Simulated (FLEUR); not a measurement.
Runs of FLEUR MaX-R8.1 (later development tree) on MnPt2. Symmetry: P-3m1, No. 164, trigonal system. Conventional cell: a = 2.858 Å, b = 2.858 Å, c = 6.533 Å, α = 90.00°, β = 90.00°, γ = 120.00°. Pt (site symmetry 3m) is surrounded by 3 Mn at 2.64 Å and 9 Pt at 2.86 to 2.91 Å. Around Mn (site symmetry -3m) lie 6 Pt at 2.64 Å and 6 Mn at 2.86 Å. The cell comes from a database or a generator and needn't be the stable form of this composition.

```tsv
task	level	spin	gmax	muffin-tin radii	max iterations	mixing factor	mixer	kmax	moment (μB)	V0 of scaled cells (Å³/atom)	B0 (GPa)
band structure	PBE	collinear, ferromagnetic start	15 1/bohr	Pt 2.5, Mn 2.02 bohr	60	0.05	Anderson	4.85 1/bohr	4.55	-	-
equation of state	r2SCAN	collinear, program default start	15.5 1/bohr	Pt 2.43, Mn 1.96 bohr	-	-	-	5 1/bohr	-	15.24	(b)
band structure	r2SCAN	collinear, ferromagnetic start	15 1/bohr	Pt 2.5, Mn 2.02 bohr	80	0.05	Anderson	4.85 1/bohr	4.81	-	-
equation of state	PBE	collinear, program default start	15.5 1/bohr	Pt 2.43, Mn 1.96 bohr	-	-	-	5 1/bohr	-	(a)	177
```

Alike in all rows: potentials or basis all-electron, FLAPW; cell as given; k mesh 11 × 11 × 4; smearing fermi-dirac 0.05 eV.

Task: Fill in the values left out.

Result: (a) 15.37; (b) 203.

Caveats: the meta-GGA is that of a development version, with a GGA for the radial functions and cores and without core tails (some runs); the cell was scaled at fixed shape and fractional positions, which overstates the stiffness of a crystal with free parameters, most of all of layers and chains (some runs).

Not every run made on this cell is shown here.
